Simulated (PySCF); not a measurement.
**GaCl3: a look at the electrons**

Aim: take GaCl3 and analyse its density (charges, bond critical points, surface potential), see where an electron leaves and enters and measure its response to a uniform field.

The runs use PySCF 2.14.0; levels as typed in each script, gas phase, geometry from GFN2-xTB.

### 1 The starting structure

SMILES `Cl[Ga](Cl)Cl`, 4 atoms, charge 0, spin multiplicity 1.

Bond lengths: Cl1–Ga2 2.090 Å, Ga2–Cl3 2.089 Å, Ga2–Cl4 2.088 Å. Angles: Cl1–Ga2–Cl3 119.9°, Cl1–Ga2–Cl4 120.0°, Cl3–Ga2–Cl4 120.0°.

Geometry (Å):

```xyz
4
charge 0, multiplicity 1
Cl    1.5238   -1.4293    0.0000
Ga   -0.0007    0.0000    0.0000
Cl    0.4765    2.0340    0.0000
Cl   -1.9991   -0.6047    0.0000
```

### 2 Density, bond paths and surface potential (B3LYP/def2-svpd)

The input, input.py:

```python
import numpy as np
from pyscf import gto, scf, dft
from pyscf.scf import atom_ks, atom_hf
from scipy.linalg import block_diag

def solve(mol, dm0=None, hcore=None):
    mf = (dft.UKS if mol.spin else dft.RKS)(mol, xc='b3lyp')
    mf.grids.level = 3
    mf = mf.density_fit(auxbasis='def2-universal-jkfit')
    mf.conv_tol, mf.max_cycle = 1e-8, 80
    if hcore is not None:
        mf.get_hcore = lambda *args: hcore
    mf.kernel(dm0)
    if not mf.converged:
        mf = mf.newton().run(mf.mo_coeff, mf.mo_occ, max_cycle=30)
    assert mf.converged, 'SCF not converged'
    return mf

mol = gto.M(atom='''
Cl     1.52384    -1.42934     0.00000
Ga    -0.00069     0.00000     0.00000
Cl     0.47655     2.03399     0.00000
Cl    -1.99914    -0.60465     0.00000
''', basis='def2-svpd', charge=0, spin=0, verbose=4)
mf = solve(mol)
mf.analyze()
# spherically averaged free atoms, for the promolecule
atm = atom_ks.get_atm_nrks(mol, xc='b3lyp')
pro = block_diag(*[(atm[a[0]][2] * atm[a[0]][3]) @ atm[a[0]][2].T for a in mol._atom])
np.savez('result.npz', e=mf.e_tot, c=mf.mo_coeff, occ=mf.mo_occ, eps=mf.mo_energy, pro=pro, dip=mf.dip_moment(verbose=0), s2=mf.spin_square()[0])
```

Started as:

```console
> OMP_NUM_THREADS=1 python input.py
```

### 4 Removing and adding an electron (B3LYP/def2-svpd)

The input, input.py:

```python
import numpy as np
from pyscf import gto, scf, dft
from pyscf.scf import atom_ks, atom_hf
from scipy.linalg import block_diag

def solve(mol, dm0=None, hcore=None):
    mf = (dft.UKS if mol.spin else dft.RKS)(mol, xc='b3lyp')
    mf.grids.level = 3
    mf = mf.density_fit(auxbasis='def2-universal-jkfit')
    mf.conv_tol, mf.max_cycle = 1e-8, 80
    if hcore is not None:
        mf.get_hcore = lambda *args: hcore
    mf.kernel(dm0)
    if not mf.converged:
        mf = mf.newton().run(mf.mo_coeff, mf.mo_occ, max_cycle=30)
    assert mf.converged, 'SCF not converged'
    return mf

mol = gto.M(atom='''
Cl     1.52384    -1.42934     0.00000
Ga    -0.00069     0.00000     0.00000
Cl     0.47655     2.03399     0.00000
Cl    -1.99914    -0.60465     0.00000
''', basis='def2-svpd', charge=0, spin=0, verbose=4)
mf = solve(mol)
out = dict(e0=mf.e_tot, dm0=mf.make_rdm1(), c=mf.mo_coeff, occ=mf.mo_occ, eps=mf.mo_energy)
for name, dq, spin in [('cation', 1, 1)]:
    ion = mol.copy().set(charge=mol.charge + dq, spin=spin).build()
    mi = solve(ion)
    if spin and dq > 0 and mol.nao < 130:
        c, _, stable, _ = mi.stability(return_status=True)
        if not stable:
            mi = solve(ion, mi.make_rdm1(c, mi.mo_occ))
    print(name, 'vertical energy change / eV', (mi.e_tot - mf.e_tot) * 27.211386)
    out.update({'e_' + name: mi.e_tot, 'dm_' + name: mi.make_rdm1(), 's2_' + name: mi.spin_square()[0], 'eps_' + name: mi.mo_energy, 'occ_' + name: mi.mo_occ})
# spherically averaged free atoms, for the promolecule
atm = atom_ks.get_atm_nrks(mol, xc='b3lyp')
pro = block_diag(*[(atm[a[0]][2] * atm[a[0]][3]) @ atm[a[0]][2].T for a in mol._atom])
np.savez('result.npz', pro=pro, **out)
```

### 6 Response to an electric field (B3LYP/def2-svpd)

The input, input.py:

```python
import numpy as np
from pyscf import gto, scf, dft
from pyscf.scf import atom_ks, atom_hf
from scipy.linalg import block_diag

def solve(mol, dm0=None, hcore=None):
    mf = (dft.UKS if mol.spin else dft.RKS)(mol, xc='b3lyp')
    mf.grids.level = 3
    mf = mf.density_fit(auxbasis='def2-universal-jkfit')
    mf.conv_tol, mf.max_cycle = 1e-8, 80
    if hcore is not None:
        mf.get_hcore = lambda *args: hcore
    mf.kernel(dm0)
    if not mf.converged:
        mf = mf.newton().run(mf.mo_coeff, mf.mo_occ, max_cycle=30)
    assert mf.converged, 'SCF not converged'
    return mf

mol = gto.M(atom='''
Cl     1.52384    -1.42934     0.00000
Ga    -0.00069     0.00000     0.00000
Cl     0.47655     2.03399     0.00000
Cl    -1.99914    -0.60465     0.00000
''', basis='def2-svpd', charge=0, spin=0, verbose=4)
field = np.array([0.004, 0.0, 0.0])  # atomic units
mol.set_common_orig(mol.atom_charges() @ mol.atom_coords() / mol.atom_charges().sum())
mf = solve(mol)
out = dict(dm0=mf.make_rdm1(), d0=mf.dip_moment(unit='AU'), e0=mf.e_tot)
for name, sign in (('p', 1), ('m', -1)):
    h = mf.get_hcore() + sign * np.einsum('x,xij->ij', field, mol.intor('int1e_r'))
    mi = solve(mol, mf.make_rdm1(), h)
    out.update({'dm' + name: mi.make_rdm1(), 'd' + name: mi.dip_moment(unit='AU'), 'e' + name: mi.e_tot})
# spherically averaged free atoms, for the promolecule
atm = atom_ks.get_atm_nrks(mol, xc='b3lyp')
pro = block_diag(*[(atm[a[0]][2] * atm[a[0]][3]) @ atm[a[0]][2].T for a in mol._atom])
np.savez('result.npz', pro=pro, **out)
```

(Steps that only read results are left out.)

Before running it: what results should come out? Wanted: dipole moment; HOMO, LUMO; vertical ionisation energy; polarisability along the field.

The runs gave:

```
                                        quantity            value
                 dipole moment (B3LYP/def2-svpd)           0.01 D
                    HOMO, LUMO (B3LYP/def2-svpd)  -9.26, -2.31 eV
    vertical ionisation energy (B3LYP/def2-svpd)         11.48 eV
polarisability along the field (B3LYP/def2-svpd)       75.5 bohr³
```

What this shows: At B3LYP/def2-svpd: The highest Hirshfeld charge is on Ga2 (+0.48 e), the lowest on Cl1, Cl3 and Cl4 (−0.16 e). The ionisation energy from two SCF runs, 11.48 eV, lies 2.2 eV above −ε(HOMO) = 9.26 eV of the same level, B3LYP/def2-svpd, since self-interaction lifts this functional's HOMO. The geometry was not optimised at these levels.
